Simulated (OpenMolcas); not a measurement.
# One shape, several levels: SiH2Br2 (dibromosilane)

Wanted: a comparison of 6 runs (HF/def2-SVP, B3LYP/def2-SVP, BHLYP/def2-SVP, PBE/def2-SVP, B3LYP/6-31G*, CCSD(T)/def2-SVP) of SiH2Br2 (dibromosilane). 

The results are computed with OpenMolcas 26.06.

1 further run of the same task is left out (set aside as unsound or not needed).

## (1) The structure to begin with

SiH2Br2 has 5 atoms, charge 0, and is taken as a singlet. As SMILES, `Br[SiH2]Br`. Geometry: relaxed at PBE0-D4/def2-TZVP.

Bond lengths: Br1–Si2 2.207 Å, Si2–Br3 2.207 Å, Si2–H4 1.476 Å, Si2–H5 1.476 Å. Angles: Br1–Si2–Br3 110.8°, Br1–Si2–H4 108.4°, Br1–Si2–H5 108.4°, Br3–Si2–H4 108.4°, Br3–Si2–H5 108.4°, H4–Si2–H5 112.5°.

## (2) Energy and gradient at HF/def2-SVP (run 1)

File test.input:

```
&GATEWAY
  BASLIB = $CurrDir
  COORD
  5
  angstrom
  Br      -1.672690      -1.239290       0.362310
  Si       0.158230      -0.046290       0.054680
  Br      -0.295570       1.814160      -1.042010
  H        1.103430      -0.843230      -0.751710
  H        0.706590       0.314640       1.376730
  BASIS = def2-SVP
  GROUP = NoSym

&SEWARD

&SCF
  THRESHOLDS = 1e-10 1e-07 1e-07 1e-05
  PRORBITALS = 1 2

&ALASKA
```

The basis set def2-SVP is read from a file made from the Basis Set Exchange's data (not shown).

Command:

```console
$ export MOLCAS_MEM=1860
$ pymolcas test.input > test.log
```

Output:

```text
--- Start Module: gateway ---
[...]
--- Stop Module: gateway /rc=_RC_ALL_IS_WELL_ ---
[...]
      Basis functions           92
[...]
--- Start Module: scf ---
[...]
       Convergence after  12 Iterations
[...]
::    Total SCF energy                              -5434.2995955905
[...]
      Total spin, S                                     0.0000000000
[...]
      Total electronic charge=   86.000000
      Total            charge=   -0.000000
[...]
      Dipole Moment (debye):
      Origin of the operator (angstrom)=   -0.7937    0.2318   -0.2741
                   X=  1.3291E+00               Y= -3.8870E-01               Z=  4.5924E-01           Total=  1.4589E+00
      Quadrupole Moment (debye*angstrom):
[...]
--- Stop Module: scf /rc=_RC_ALL_IS_WELL_ ---
[...]
--- Start Module: alaska ---
[...]
 *              Molecular gradients               *
 **************************************************
  Irreducible representation: a
 ------------------------------------------------------------------------------------------
                              X                       Y                       Z
 ------------------------------------------------------------------------------------------
  BR1               4.57896918567968E-03    3.16115296385533E-03   -8.65776633915516E-04
  SI2              -8.57524473368443E-03    2.49950782710417E-03   -2.95949250016392E-03
  BR3               1.00698254665499E-03   -4.80948454938357E-03    2.80423233325422E-03
  H4                2.02893120365566E-03   -1.98456200063912E-03   -2.35534317605079E-03
  H5                9.60361797694986E-04    1.13338575896438E-03    3.37637997688045E-03
 ------------------------------------------------------------------------------------------
--- Stop Module: alaska /rc=_RC_ALL_IS_WELL_ ---
[...]
```

It took 10 s on 1 thread of Arm Neoverse V1, shared host; peak memory 0.51 GiB.

## (3) Energy and forces at B3LYP/def2-SVP (run 2)

File test.inp:

```
* Br2H2Si Kohn-Sham DFT

&GATEWAY
  BASLIB=$CurrDir
  COORD
  5
  angstrom
  Br      -1.672690      -1.239290       0.362310
  Si       0.158230      -0.046290       0.054680
  Br      -0.295570       1.814160      -1.042010
  H        1.103430      -0.843230      -0.751710
  H        0.706590       0.314640       1.376730
  BASIS=def2-SVP
  GROUP=NoSym

&SEWARD
  GRIDINPUT
  Grid=UltraFine
  End of Grid

&SCF
  KSDFT=B3LYP
  THRESHOLDS=1e-10 1e-07 1e-07 1e-05
  PRORBITALS=1 2

&ALASKA
```

The basis set def2-SVP is read from a file made from the Basis Set Exchange's data (not shown).

Command:

```console
$ export MOLCAS_MEM=1860
$ pymolcas test.inp > test.log
```

Output:

```text
--- Start Module: gateway ---
[...]
--- Stop Module: gateway /rc=_RC_ALL_IS_WELL_ ---
[...]
      Basis functions           92
[...]
--- Start Module: scf ---
[...]
       Convergence after  15 Iterations
[...]
::    Total KS-DFT energy                           -5438.4475310187
[...]
      Total spin, S                                     0.0000000000
[...]
      Total electronic charge=   86.000000
      Total            charge=   -0.000000
[...]
      Dipole Moment (debye):
      Origin of the operator (angstrom)=   -0.7937    0.2318   -0.2741
                   X=  1.0259E+00               Y= -3.0006E-01               Z=  3.5449E-01           Total=  1.1261E+00
      Quadrupole Moment (debye*angstrom):
[...]
--- Stop Module: scf /rc=_RC_ALL_IS_WELL_ ---
[...]
--- Start Module: alaska ---
[...]
 *              Molecular gradients               *
 **************************************************
  Irreducible representation: a
 ------------------------------------------------------------------------------------------
                              X                       Y                       Z
 ------------------------------------------------------------------------------------------
  BR1               6.73090791358533E-03    5.06374248124786E-03   -1.49954295980947E-03
  SI2              -4.59409931182009E-03    1.33898239855235E-03   -1.58580022067412E-03
  BR3               1.13975106323894E-03   -7.37767396977773E-03    4.22607155191201E-03
  H4               -1.89120103889184E-03    1.22549887366663E-03    7.86198821266293E-04
  H5               -1.38535862599598E-03   -2.50549783874510E-04   -1.92692719265164E-03
 ------------------------------------------------------------------------------------------
--- Stop Module: alaska /rc=_RC_ALL_IS_WELL_ ---
[...]
```

Run time: 23 s. Hardware: 1 thread of Arm Neoverse V1, shared host; peak memory 0.51 GiB.

Runs 3 to 4 aren't shown in full; the table further down has their settings and results.

## (4) Energy and gradient at B3LYP/6-31G(d) (Cartesian functions) (run 5)

File test.inp:

```
* Br2H2Si Kohn-Sham DFT
>>> EXPORT MOLCAS_PRINT=2

&GATEWAY
 BASLIB = $CurrDir
 COORD
 5
 angstrom
 Br      -1.672690      -1.239290       0.362310
 Si       0.158230      -0.046290       0.054680
 Br      -0.295570       1.814160      -1.042010
 H        1.103430      -0.843230      -0.751710
 H        0.706590       0.314640       1.376730
 BASIS = 6-31Gs
 GROUP = NoSym

&SEWARD
 GRIDINPUT
 Grid=UltraFine
 End of Grid

&SCF
 KSDFT = B3LYP
 THRESHOLDS = 1e-10 1e-07 1e-07 1e-05
 PRORBITALS = 1 2

&ALASKA
```

The basis set 6-31G* is read from a file made from the Basis Set Exchange's data (not shown).

Command:

```console
$ export MOLCAS_MEM=1860
$ pymolcas test.inp > test.log
```

Output:

```text
--- Start Module: gateway ---
[...]
--- Stop Module: gateway /rc=_RC_ALL_IS_WELL_ ---
[...]
      Basis functions           93
[...]
--- Start Module: scf ---
[...]
       Convergence after  14 Iterations
[...]
::    Total KS-DFT energy                           -5438.5464059969
[...]
      Total spin, S                                     0.0000000000
[...]
      Total electronic charge=   86.000000
      Total            charge=   -0.000000
[...]
      Dipole Moment (debye):
      Origin of the operator (angstrom)=   -0.7937    0.2318   -0.2741
                   X=  1.2633E+00               Y= -3.6944E-01               Z=  4.3649E-01           Total=  1.3867E+00
      Quadrupole Moment (debye*angstrom):
[...]
--- Stop Module: scf /rc=_RC_ALL_IS_WELL_ ---
[...]
--- Start Module: alaska ---
[...]
 *              Molecular gradients               *
 **************************************************
  Irreducible representation: a
 ------------------------------------------------------------------------------------------
                              X                       Y                       Z
 ------------------------------------------------------------------------------------------
  BR1               7.20181451729474E-03    5.70937730404353E-03   -1.76299501940136E-03
  SI2              -6.62521501184798E-03    1.93201678257537E-03   -2.28712708162071E-03
  BR3               9.86514919317116E-04   -8.11627076356558E-03    4.59927263720061E-03
  H4               -8.23187027909178E-04    3.58863162478684E-04   -5.15023396263636E-05
  H5               -7.39927396904871E-04    1.16013514583901E-04   -4.97648196561506E-04
 ------------------------------------------------------------------------------------------
--- Stop Module: alaska /rc=_RC_ALL_IS_WELL_ ---
[...]
```

It took 28 s on 1 thread of Arm Neoverse V1, shared host; peak memory 0.59 GiB.

## (5) A single-point energy at CCSD(T)/def2-SVP (run 6)

File input.xyz:

```xyz
5

Br    -1.672690    -1.239290     0.362310
Si     0.158230    -0.046290     0.054680
Br    -0.295570     1.814160    -1.042010
H      1.103430    -0.843230    -0.751710
H      0.706590     0.314640     1.376730
```

File calc.input:

```
&GATEWAY
 BASLIB
 $CurrDir
 COORD
 input.xyz
 BASIS
 def2-SVP
 GROUP
 NoSym

&SEWARD

&SCF
 THRESHOLDS
 1e-10 1e-07 1e-07 1e-05
 PRORBITALS
 1 2

&RASSCF
 FILEORB
 $Project.ScfOrb
 SPIN
 1
 NACTEL
 0 0 0
 INACTIVE
 43
 RAS2
 0
 OUTORBITALS
 Canonical
 ORBLISTING
 Few

&MOTRA
 JOBIPH
 FROZEN
 23

&CCSDT
 CCT
 TRIPLES
 2
 ITERATIONS
 80
 ACCURACY
 1e-08
 EXTRAPOLATION
 5 4
```

The basis set def2-SVP is read from a file made from the Basis Set Exchange's data (not shown).

Command:

```console
$ export MOLCAS_MEM=1860
$ pymolcas calc.input > calc.log
```

Output:

```text
--- Start Module: gateway ---
[...]
--- Stop Module: gateway /rc=_RC_ALL_IS_WELL_ ---
[...]
      Basis functions           92
[...]
       Convergence after  12 Iterations
[...]
::    Total SCF energy                              -5434.2995955905
[...]
      Total spin, S                                     0.0000000000
[...]
      Number of active orbitals                  0
[...]
      Spin quantum number                      0.0
[...]
      Active orbitals                            0
[...]
      Number of CSFs                             1
[...]
      Number of root(s) required                 1
[...]
      Convergence after  4 iterations
[...]
      Natural orbitals and occupation numbers for root  1
      ************************************************************************************************************************
      *                                                    Final results                                                     *
      ************************************************************************************************************************
[...]
::    RASSCF root number  1 Total energy:  -5434.29959559
[...]
      Total electronic charge=   86.000000
      Total            charge=   -0.000000
[...]
      Dipole Moment (debye):
      Origin of the operator (angstrom)=   -0.7937    0.2318   -0.2741
                   X=  1.3291E+00               Y= -3.8870E-01               Z=  4.5924E-01           Total=  1.4589E+00
      Quadrupole Moment (debye*angstrom):
[...]
--- Start Module: motra ---
[...]
      *** WARNING: Default frozen orbitals is overwritten by user input.
      *** Default values:  30
[...]
--- Stop Module: motra /rc=_RC_ALL_IS_WELL_ ---
[...]
--- Start Module: ccsdt ---
[...]
      Convergence after                    15  Iterations
      Total energy (diff) :   -5434.87478402       0.00000000
[...]
 METHOD                       : CCSD+T(CCSD)+<T3(1)WT1> = CCSD(T)
[...]
       CCSD     =     -5434.8747840164469
[...]
--- Stop Module: ccsdt /rc=_RC_ALL_IS_WELL_ ---
[...]
```

It took 79 s on 1 thread of Arm Neoverse V1, shared host; peak memory 0.51 GiB.

## (6) All runs side by side

```tsv
run	level	integration grid	Cartesian functions	energy (Eh)	dipole moment (D) of the reference	HOMO energy (eV)	LUMO energy (eV)	wall time
1	HF/def2-SVP	–	no	-5434.299596	1.46	-11.46	3.40	10 s
2	B3LYP/def2-SVP	UltraFine	no	-5438.447531	1.13	-8.20	-0.49	23 s
3	BHLYP/def2-SVP	UltraFine	no	-5438.355829	1.28	-9.61	0.76	20 s
4	PBE/def2-SVP	UltraFine	no	-5437.445072	1.03	-7.18	-1.23	22 s
5	B3LYP/6-31G* (Cartesian functions)	UltraFine	yes	-5438.546406	1.39	-8.32	-0.88	28 s
6	CCSD(T)/def2-SVP	–	no	-5434.887499	1.46	-11.46	3.40	79 s
```

## (7) Summary of results

```
                                           quantity           value
                                run 6: total energy  -5434.88750 Eh
          run 6: dipole moment (mean-field density)          1.46 D
         run 6: HOMO energy (Hartree–Fock orbitals)       -11.46 eV
         run 6: LUMO energy (Hartree–Fock orbitals)         3.40 eV
       run 6: HOMO–LUMO gap (Hartree–Fock orbitals)        14.87 eV
run 6: correlation energy (23 core orbitals frozen)      -587.9 mEh
                              run 6: (T) correction      -12.72 mEh
```

Over runs 1, 2, 3, 4, 5 the dipole moment (its size) runs from 1.03 D (PBE/def2-SVP) to 1.46 D (HF/def2-SVP). Over runs 1, 2, 3, 4, 5 the HOMO–LUMO gap runs from 5.96 eV (PBE/def2-SVP) to 14.87 eV (HF/def2-SVP). Exact exchange widens orbital gaps. Totals of different functionals can't be ranked against each other. All runs together took 3 min, the longest 79 s.
